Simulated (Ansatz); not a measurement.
# FH4NO2Si: one species, many methods

An exercise on one series of results from a longer session: the logs are not shown, and one member is left open.

The runs use Ansatz 0.2.0, Gaussian basis; functionals in def2-TZVPP, the program's frozen cores in correlated methods.

The runs, in order: LDA (SPW92), PBE-D4, revPBE-D4, BLYP-D4, r2SCAN-D4, B97M-V, PBE0-D4, B3LYP-D4, r2SCANh-D4, r2SCAN0-D4, HSE06-D4, BHLYP-D4, CAM-B3LYP-D4, LC-ωPBE, ωB97X-V, ωB97M-V, B2PLYP, PBE-QIDH; CCSD(T)/def2-SVP; CCSD(T)/def2-TZVPP; MP2/def2-QZVPP; extrapolation to the limit; RPA on PBE.

## Structure used throughout

An earlier PBE0-D4 in a triple-zeta def2 set relaxation fixed the geometry.

SMILES `N[Si](O)(O)F`, 9 atoms, charge 0, spin multiplicity 1.

Atoms are counted from 1 here; the program's logs count them from 0.

Bond lengths: N1–Si2 1.687 Å, N1–H6 1.005 Å, N1–H7 1.006 Å, Si2–O3 1.629 Å, Si2–O4 1.629 Å, Si2–F5 1.593 Å, O3–H8 0.958 Å, O4–H9 0.958 Å. Angles: Si2–N1–H6 121.5°, Si2–N1–H7 120.8°, H6–N1–H7 112.4°, N1–Si2–O3 105.4°, N1–Si2–O4 110.7°, N1–Si2–F5 115.6°, O3–Si2–O4 115.7°, O3–Si2–F5 107.5°, O4–Si2–F5 102.2°, Si2–O3–H8 117.1°, Si2–O4–H9 116.2°.

The first run:

Input file in.yaml:

```yaml
crystal:
  periodic: [false, false, false]
  atoms:
    - {symbol: N, position_ang: [-0.604649, 0.416547, -1.168501]}
    - {symbol: Si, position_ang: [0.279448, 0.083059, 0.229062]}
    - {symbol: O, position_ang: [0.807689, -1.448107, 0.051696]}
    - {symbol: O, position_ang: [-0.615910, 0.372354, 1.558981]}
    - {symbol: F, position_ang: [1.554981, 1.005744, 0.473313]}
    - {symbol: H, position_ang: [-1.149137, 1.257047, -1.257558]}
    - {symbol: H, position_ang: [-0.316204, 0.050409, -2.059806]}
    - {symbol: H, position_ang: [1.589225, -1.699823, 0.545035]}
    - {symbol: H, position_ang: [-1.456843, -0.083531, 1.610679]}
basis:
  gaussian: {orbitals: def2-TZVPP}
hamiltonian: {xc: lda}
output: {orbitals: {seedname: orbitals}}
```

Steps of the session up to this table: LDA; PBE-D4 (GGA); revPBE-D4 (GGA); BLYP-D4 (GGA); r2SCAN-D4 (meta-GGA); B97M-V (meta-GGA); PBE0-D4 (hybrid); B3LYP-D4 (hybrid); r2SCANh-D4 (hybrid); r2SCAN0-D4 (hybrid); HSE06-D4 (hybrid); BHLYP-D4 (hybrid); CAM-B3LYP-D4 (range-separated); LC-ωPBE-D4 (range-separated; the results give it without D4); ωB97X-V (range-separated); ωB97M-V (range-separated); B2PLYP (double hybrid); PBE-QIDH (double hybrid).

One table of the session follows, with a row left open; its other results are not shown here.

It belongs to the step «Orbital energies across the functionals». 

```
  functional  HOMO (eV)  LUMO (eV)  gap (eV)
 LDA (SPW92)      -6.64      -0.48      6.16
      PBE-D4      -6.45      -0.34      6.11
   revPBE-D4      -6.37      -0.26      6.12
     BLYP-D4      -6.33      -0.39      5.93
   r2SCAN-D4      -6.78       0.38      7.17
      B97M-V      -6.86      -0.08      6.78
     PBE0-D4      -8.00       0.54      8.54
    B3LYP-D4      -7.73       0.14      7.88
  r2SCANh-D4      -7.36       0.64      8.01
  r2SCAN0-D4      -8.24       1.01      9.24
    HSE06-D4      -7.59       0.17      7.76
    BHLYP-D4      -9.46       1.14     10.60
CAM-B3LYP-D4      -9.49       1.27     10.77
     LC-ωPBE     -10.95       2.66     13.61
     ωB97X-V     -10.54       2.43     12.97
     ωB97M-V          ?          ?         ?
```

Estimate the missing values for ωB97M-V.

As computed: HOMO (eV): -10.43; LUMO (eV): 1.97; gap (eV): 12.40. In the column «HOMO (eV)» it lies between ωB97X-V (-10.54) and CAM-B3LYP-D4 (-9.49).
